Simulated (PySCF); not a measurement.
# C2H6Se: the cost of one run

Program: PySCF 2.14.0. Level of theory: levels as typed in each script, gas phase, geometry from GFN2-xTB. These are calculated values, not measurements.

## Step 1: Starting geometry

SMILES `C[Se]C`, 9 atoms, charge 0, spin multiplicity 1.

Bond lengths: C1–Se2 1.953 Å, C1–H4 1.087 Å, C1–H5 1.086 Å, C1–H6 1.087 Å, Se2–C3 1.953 Å, C3–H7 1.086 Å, C3–H8 1.087 Å, C3–H9 1.087 Å. Angles: Se2–C1–H4 109.2°, Se2–C1–H5 107.7°, Se2–C1–H6 109.2°, H4–C1–H5 110.2°, H4–C1–H6 110.6°, H5–C1–H6 109.9°, C1–Se2–C3 96.9°, Se2–C3–H7 107.7°, Se2–C3–H8 109.2°, Se2–C3–H9 109.2°, H7–C3–H8 109.9°, H7–C3–H9 110.2°, H8–C3–H9 110.6°.

Geometry (Å):

```csv
atom,x (Å),y (Å),z (Å)
C1,1.46098,0.82107,0.00043
Se2,-0.00001,-0.47441,0.00000
C3,-1.46097,0.82109,-0.00043
H4,1.39334,1.43658,0.89440
H5,2.39412,0.26528,-0.00186
H6,1.39392,1.43653,-0.89358
H7,-2.39411,0.26531,0.00186
H8,-1.39381,1.43664,0.89357
H9,-1.39332,1.43659,-0.89441
```

## Step 2: Density, bond paths and surface potential (r2SCAN/def2-svp)

input.py

```python
import numpy as np
from pyscf import gto, scf, dft
from pyscf.scf import atom_ks, atom_hf
from scipy.linalg import block_diag

def solve(mol, dm0=None, hcore=None):
    mf = (dft.UKS if mol.spin else dft.RKS)(mol, xc='r2scan')
    mf.grids.level = 3
    mf = mf.density_fit(auxbasis='def2-universal-jkfit')
    mf.conv_tol, mf.max_cycle = 1e-8, 80
    if hcore is not None:
        mf.get_hcore = lambda *args: hcore
    mf.kernel(dm0)
    if not mf.converged:
        mf = mf.newton().run(mf.mo_coeff, mf.mo_occ, max_cycle=30)
    assert mf.converged, 'SCF not converged'
    return mf

mol = gto.M(atom='''
C      1.46098     0.82107     0.00043
Se    -0.00001    -0.47441     0.00000
C     -1.46097     0.82109    -0.00043
H      1.39334     1.43658     0.89440
H      2.39412     0.26528    -0.00186
H      1.39392     1.43653    -0.89358
H     -2.39411     0.26531     0.00186
H     -1.39381     1.43664     0.89357
H     -1.39332     1.43659    -0.89441
''', basis='def2-svp', charge=0, spin=0, verbose=4)
mf = solve(mol)
mf.analyze()
# spherically averaged free atoms, for the promolecule
atm = atom_ks.get_atm_nrks(mol, xc='r2scan')
pro = block_diag(*[(atm[a[0]][2] * atm[a[0]][3]) @ atm[a[0]][2].T for a in mol._atom])
np.savez('result.npz', e=mf.e_tot, c=mf.mo_coeff, occ=mf.mo_occ, eps=mf.mo_energy, pro=pro, dip=mf.dip_moment(verbose=0), s2=mf.spin_square()[0])
```

Started as:

```
$ OMP_NUM_THREADS=1 python input.py
```

**Question.** How long does this run take on 1 thread of Intel Xeon Platinum 8259CL at 2.50GHz (Skylake/Cascade Lake), shared host, and how much memory does it need?

About 16 s, with a peak of 0.43 GiB.
